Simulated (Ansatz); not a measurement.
# RuH+ (quintet): wave-function methods side by side, def2-TZVPP

One table from this session's results is given with a row withheld; the runs are named, their logs left out.

Program: Ansatz 0.2.0, Gaussian basis. Level of theory: def2-TZVPP, core rule «outside noble gas», up to 4 orbitals frozen. These are calculated values, not measurements.

To be run: UHF; ROHF; CCSD(T) on UHF.

**The geometry**

The geometry is a PBE0/def2-TZVP stationary point (not a proven minimum) of the parent state, kept for this charge and spin. No spin-orbit coupling is included. Elements past krypton take def2 core potentials.

2 atoms, charge 1, spin multiplicity 5.

Atoms are counted from 1 here; the program's logs count them from 0.

Bond lengths: Ru1–H2 1.589 Å.

Set-up of the first run:

File in.yaml:

```yaml
crystal:
  periodic: [false, false, false]
  atoms:
    - {symbol: Ru, position_ang: [0.000000, 0.000000, 0.000000]}
    - {symbol: H, position_ang: [0.000000, 0.000000, 1.589200]}
basis:
  gaussian: {orbitals: def2-TZVPP}
total_charge: 1
magnetization: {spin_polarized: true, initial_magnetization: 4}
hamiltonian: {xc: hf}
output: {orbitals: {seedname: orbitals}}
```

On the command line:

```sh
$ ansatz run in.yaml --threads 1 --pin off --events-out ev --progress --plain --max-ram 2816MiB --backend cpu
```

Steps of the session up to this table: UHF; ROHF; CCSD(T) on UHF.

One of the session's tables, all rows but one given; the rest of the session is left out.

| method | from UCCSD(T) (kJ/mol) |
| --- | --- |
| ROHF | +527.8 |
| UHF | +508.4 |
| UMP2 | ? |
| UCCSD | +16.5 |
| UCCSD(T) | 0 |

Estimate the missing values for UMP2.

The run gave: from UCCSD(T) (kJ/mol): +50.3. In the column «from UCCSD(T) (kJ/mol)» it lies between UCCSD (+16.5) and UHF (+508.4).

Caveats from the session: Warnings: coupled cluster took another determinant than the lowest.
